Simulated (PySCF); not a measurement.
# TcH4 (quartet): spin, charge, geometry and surroundings

One physical setting of the base script is moved in each run, with the edits that it forces.

Method: each script names its method and basis; program: PySCF 2.14.0.

3 further runs of the same task are left out: 3 that didn't finish.

## 1. Starting geometry

TcH4 (quartet): 5 atoms, charge 0, spin multiplicity 4.

Bond lengths: Tc1–H2 1.687 Å, Tc1–H3 1.687 Å, Tc1–H4 1.687 Å, Tc1–H5 1.687 Å. Angles: H2–Tc1–H3 32.2°, H2–Tc1–H4 157.4°, H2–Tc1–H5 157.4°, H3–Tc1–H4 157.4°, H3–Tc1–H5 157.4°, H4–Tc1–H5 32.2°.

## 2. Base script

input.py

```python
from pyscf import gto, scf

mol = gto.M(
    atom='Tc 0 0 0; H 1.3801 0.9123 -0.3311; H 0.9123 1.3801 0.3311; H -1.3803 -0.9121 -0.3308; H -0.9121 -1.3803 0.3308',
    basis='jorge-dzp',
    charge=0,
    spin=3,
    symmetry=True,
    verbose=4,
)
mf = scf.UHF(mol)
mf.level_shift = 0.3
mf.kernel()
mf.nuc_grad_method().kernel()
mf.dip_moment()
print('orbital energies (hartree):', [e[max(0, n-3):n+3].round(4) for e, n in zip(mf.mo_energy, mol.nelec)])
```

Started as:

```console
$ OMP_NUM_THREADS=1 python input.py
```

The log of this run is left out.

It gives: E(SCF) = -4205.640685 Eh, ⟨S²⟩ = 4.020, μ = 0.00 D.

No relativity is included for the heavy element. No search for the lowest state was made; open d or f shells can end in a higher solution. The quartet is typed in the script; nothing here shows that it is the ground state.

## 3. Coordinates × 1.049

Edit 1 changes geometry: coordinates × 0.98 → coordinates × 1.049.

input.py

```python
from pyscf import gto, scf

mol = gto.M(
    atom='Tc 0 0 0; H 1.4773 0.9765 -0.3545; H 0.9765 1.4773 0.3545; H -1.4775 -0.9763 -0.3541; H -0.9763 -1.4775 0.3541',
    basis='jorge-dzp',
    charge=0,
    spin=3,
    symmetry=True,
    verbose=4,
)
mf = scf.UHF(mol)
mf.level_shift = 0.3
mf.kernel()
mf.nuc_grad_method().kernel()
mf.dip_moment()
print('orbital energies (hartree):', [e[max(0, n-3):n+3].round(4) for e, n in zip(mf.mo_energy, mol.nelec)])
```

Started as:

```console
$ OMP_NUM_THREADS=1 python input.py
```

## 4. Electric field 0.005 a.u.

Edit 2 changes electric field: none → 0.005 a.u.; point-group symmetry: on → off; step after the SCF: gradient → analyze.

input.py

```python
from pyscf import gto, scf

mol = gto.M(
    atom='Tc 0 0 0; H 1.3801 0.9123 -0.3311; H 0.9123 1.3801 0.3311; H -1.3803 -0.9121 -0.3308; H -0.9121 -1.3803 0.3308',
    basis='jorge-dzp',
    charge=0,
    spin=3,
    verbose=4,
)
mf = scf.UHF(mol)
field = 0.005  # electric field along z, atomic units
h = mf.get_hcore() + field*mol.intor('int1e_r')[2]
mf.get_hcore = lambda *args: h
e_nuc = mol.energy_nuc() - field*mol.atom_charges() @ mol.atom_coords()[:, 2]
mf.energy_nuc = lambda *args: e_nuc
mf.level_shift = 0.3
mf.kernel()
mf.analyze()
print('orbital energies (hartree):', [e[max(0, n-3):n+3].round(4) for e, n in zip(mf.mo_energy, mol.nelec)])
```

Q: Predict the outcome of this session. Wanted: for each run, E(SCF); from base; gap, α spin; SCF dipole.

**Answer**, as computed:

```csv
run,E(SCF) (hartree),from base (eV),cycles,"gap, α spin (eV)",SCF dipole (D)
base,-4205.640685,0,21,9.46,0.00
coordinates × 1.049,-4205.640623,+0.0017,23,9.88,0.00
electric field 0.005 a.u.,-4205.641388,-0.0191,26,9.46,0.71
```

In words: The largest comparable shift of the SCF energy, -0.019 eV, comes with the run “electric field 0.005 a.u.”.
